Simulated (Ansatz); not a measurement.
# GeH₄ + NH₃: a complex and its separated parts

Aim: how far the complex at one end of a reaction step lies below its separated, relaxed parts, level by level.

Method: PBE0-D4/def2-TZVP structures, single points in def2-TZVPP, no counterpoise correction; program: Ansatz 0.2.0, Gaussian basis.

Levels: SPW92, PBE-D4, BLYP-D4, r2SCAN-D4, B97M-V, PBE0-D4, B3LYP-D4, r2SCAN0-D4, BHLYP-D4, CAM-B3LYP-D4, wB97X-V, wB97M-V, B2PLYP, PBE-QIDH, RPA on PBE, Hartree-Fock, MP2, CCSD, CCSD(T).

Correlated methods freeze the cores. Filled d shells of the heavier atoms are correlated. B3LYP uses VWN-RPA correlation. B2PLYP carries no dispersion term here.

94 further runs of the same task are left out: 94 set aside as unsound or not needed.

## 1. The starting structure

The complex: 9 atoms, charge 0, spin multiplicity 1.

Atoms are counted from 1 here; the program's logs count them from 0.

Bond lengths: Ge1–H2 1.533 Å, Ge1–H3 1.533 Å, Ge1–H4 1.545 Å, Ge1–H5 1.533 Å, H6–N7 1.013 Å, N7–H8 1.013 Å, N7–H9 1.013 Å. Angles: H2–Ge1–H3 110.9°, H2–Ge1–H4 108.1°, H2–Ge1–H5 110.9°, H3–Ge1–H4 108.0°, H3–Ge1–H5 110.9°, H4–Ge1–H5 108.0°, H6–N7–H8 107.2°, H6–N7–H9 107.2°, H8–N7–H9 107.2°.

Geometry (Å):

```csv
atom,x (Å),y (Å),z (Å)
Ge1,-1.1858,-0.9988,0.0819
H2,-0.3121,-1.1904,1.3264
H3,-0.3948,-1.3094,-1.1934
H4,-2.3651,-1.9927,0.1672
H5,-1.7637,0.4198,0.0338
H6,2.1472,0.6768,0.2611
N7,1.2910,1.0876,-0.0908
H8,1.1129,1.9215,0.4554
H9,1.4706,1.3855,-1.0418
```

Its parts: GeH₄ holds atoms 1, 2, 3, 4, 5; NH₃ holds atoms 6, 7, 8, 9. Each part counts its atoms afresh in its own runs.

## 2. Relaxing GeH₄ alone

The input, relax-a/in.yaml:

```yaml
crystal:
  periodic: [false, false, false]
  atoms:
    - {symbol: Ge, position_ang: [-1.185772, -0.998815, 0.081923]}
    - {symbol: H, position_ang: [-0.312149, -1.190393, 1.326441]}
    - {symbol: H, position_ang: [-0.394820, -1.309369, -1.193440]}
    - {symbol: H, position_ang: [-2.365098, -1.992654, 0.167219]}
    - {symbol: H, position_ang: [-1.763692, 0.419750, 0.033801]}
basis:
  gaussian: {orbitals: def2-TZVP}
hamiltonian: {xc: pbe0, dispersion: d4}
relax: {f_tol: 0.005, max_steps: 200}
```

Command:

```console
ansatz run in.yaml --threads 2 --pin off --events-out ev --progress --plain --max-ram 4352MiB
```

After this run come: Relaxing NH₃ alone; SPW92/def2-TZVPP; PBE-D4/def2-TZVPP; BLYP-D4/def2-TZVPP; r2SCAN-D4/def2-TZVPP; B97M-V/def2-TZVPP; PBE0-D4/def2-TZVPP; B3LYP-D4/def2-TZVPP; r2SCAN0-D4/def2-TZVPP; BHLYP-D4/def2-TZVPP; CAM-B3LYP-D4/def2-TZVPP; wB97X-V/def2-TZVPP; wB97M-V/def2-TZVPP; B2PLYP/def2-TZVPP; PBE-QIDH/def2-TZVPP; RPA on PBE/def2-TZVPP; CCSD(T)/def2-TZVPP; Vibrations of GeH₄; Vibrations of NH₃.

What does the calculation give? Wanted: complex less parts, CCSD(T)/def2-TZVPP; with zero-point energy; largest T1 diagnostic.

The runs gave:

| quantity | value |
| --- | --- |
| complex less parts, CCSD(T)/def2-TZVPP | -2.10 kcal/mol |
| with zero-point energy | -0.97 kcal/mol |
| largest T1 diagnostic | 0.012 |

In words: At CCSD(T) the complex lies 2.10 kcal/mol below its parts. r2SCAN-D4 is the best functional here (-0.05 kcal/mol from CCSD(T)); SPW92 is the worst (-1.65 kcal/mol). Mean unsigned error by rung: LDA 1.65, GGA 0.27, meta-GGA 0.32, hybrid 0.25, range-separated hybrid 0.30, double hybrid 0.45 kcal/mol. PBE-D4 gives a relative energy 0.45 kcal/mol too low, an error of 21 % of the reference. No counterpoise was applied, and triple zeta lacks some correlation, so the CCSD(T) reference has a basis error of its own, and close matches with it are partly luck.
